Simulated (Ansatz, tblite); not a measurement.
**The cluster Na5O3: a ladder of methods and basis sets**

One table from this session's results is given with a row withheld; the runs are named, their logs left out.

The runs use Ansatz 0.2.0, Gaussian basis; as each input shows.

The runs, in order: GFN1-xTB, GFN2-xTB, PBE-D4/def2-TZVP, r2SCAN-D4/def2-TZVP, HF/def2-TZVP, B2PLYP/def2-TZVP, PBE-D4/def2-SVP, PBE0-D4/def2-SVP, HF/STO-3G, CCSD(T)/def2-SVP, MP2/def2-TZVP.

6 further runs of the same task are left out: 3 that didn't finish, 3 set aside as unsound or not needed.

### The geometry

The doublet was relaxed beforehand with r2SCAN-D4/def2-SVP. At that level it is the lowest of the isomers that a small search found.

8 atoms, charge 0, spin multiplicity 2.

Bond lengths: Na1–O6 2.132 Å, Na1–O8 2.133 Å, Na2–O7 2.012 Å, Na3–O6 2.132 Å, Na3–O8 2.133 Å, Na4–O7 2.121 Å, Na4–O8 2.148 Å, Na5–O6 2.147 Å, Na5–O7 2.121 Å. Angles: O6–Na1–O8 84.2°, O6–Na3–O8 84.2°, O7–Na4–O8 133.5°, O6–Na5–O7 131.7°, Na1–O6–Na3 87.2°, Na1–O6–Na5 108.2°, Na3–O6–Na5 107.9°, Na2–O7–Na4 134.4°, Na2–O7–Na5 135.0°, Na4–O7–Na5 90.6°, Na1–O8–Na3 87.2°, Na1–O8–Na4 106.8°, Na3–O8–Na4 106.6°.

PBE0-D4/def2-TZVP was run before; its log isn't repeated, and its numbers join the tables.

The first run:

Tight binding, by tblite at 300 K electronic temperature and without a spin-polarisation term:

```python
tblite.interface.Calculator('GFN1-xTB', numbers, positions, charge=0, uhf=1).singlepoint()
```

Tight binding, by tblite at 300 K electronic temperature and without a spin-polarisation term:

```python
tblite.interface.Calculator('GFN2-xTB', numbers, positions, charge=0, uhf=1).singlepoint()
```

start.molden holds the orbitals of an earlier run on this state, given as this run's starting guess.

Input file in.yaml:

```yaml
crystal:
  periodic: [false, false, false]
  atoms:
    - {symbol: Na, position_ang: [0.853376, 0.303295, 2.438008]}
    - {symbol: Na, position_ang: [-0.412983, 1.723836, -3.694918]}
    - {symbol: Na, position_ang: [-0.418471, -2.135465, 1.396681]}
    - {symbol: Na, position_ang: [1.284121, -0.266786, -0.924800]}
    - {symbol: Na, position_ang: [-1.421323, 0.803788, -0.128856]}
    - {symbol: O, position_ang: [-1.117313, -0.155962, 1.767538]}
    - {symbol: O, position_ang: [-0.213727, 0.899585, -1.870358]}
    - {symbol: O, position_ang: [1.446311, -1.172280, 1.016706]}
basis:
  gaussian: {orbitals: def2-TZVP, initial_orbitals: start.molden}
magnetization: {spin_polarized: true, initial_magnetization: 1}
hamiltonian: {xc: pbe, dispersion: d4}
scf: {omitted_lower_state_checks: [starts]}
output: {forces: true, orbitals: {seedname: orbitals}}
```

Launch:

```bash
> ansatz run in.yaml --threads 4 --pin off --events-out ev --progress --plain --max-ram 4787MiB
```

Among the steps run: PBE-D4/def2-TZVP; r2SCAN-D4/def2-TZVP; HF/def2-TZVP; B2PLYP/def2-TZVP; PBE-D4/def2-SVP; PBE0-D4/def2-SVP; HF/STO-3G; CCSD(T)/def2-SVP; MP2/def2-TZVP.

One of the session's tables, all rows but one given; the rest of the session is left out.

| level | LUMO (eV) | gap (eV) |
| --- | --- | --- |
| HF/STO-3G | 12.95 | 8.00 |
| HF/def2-TZVP | ? | ? |
| PBE-D4/def2-SVP | -2.06 | 0.91 |
| PBE-D4/def2-TZVP | -2.14 | 0.83 |
| r2SCAN-D4/def2-TZVP | -1.57 | 1.33 |
| PBE0-D4/def2-SVP | -1.11 | 2.17 |
| PBE0-D4/def2-TZVP | -1.11 | 2.31 |

Estimate the missing values for HF/def2-TZVP.

As computed: LUMO (eV): 0.09; gap (eV): 5.63. In the column «LUMO (eV)» it lies between PBE0-D4/def2-TZVP (-1.11) and HF/STO-3G (12.95).
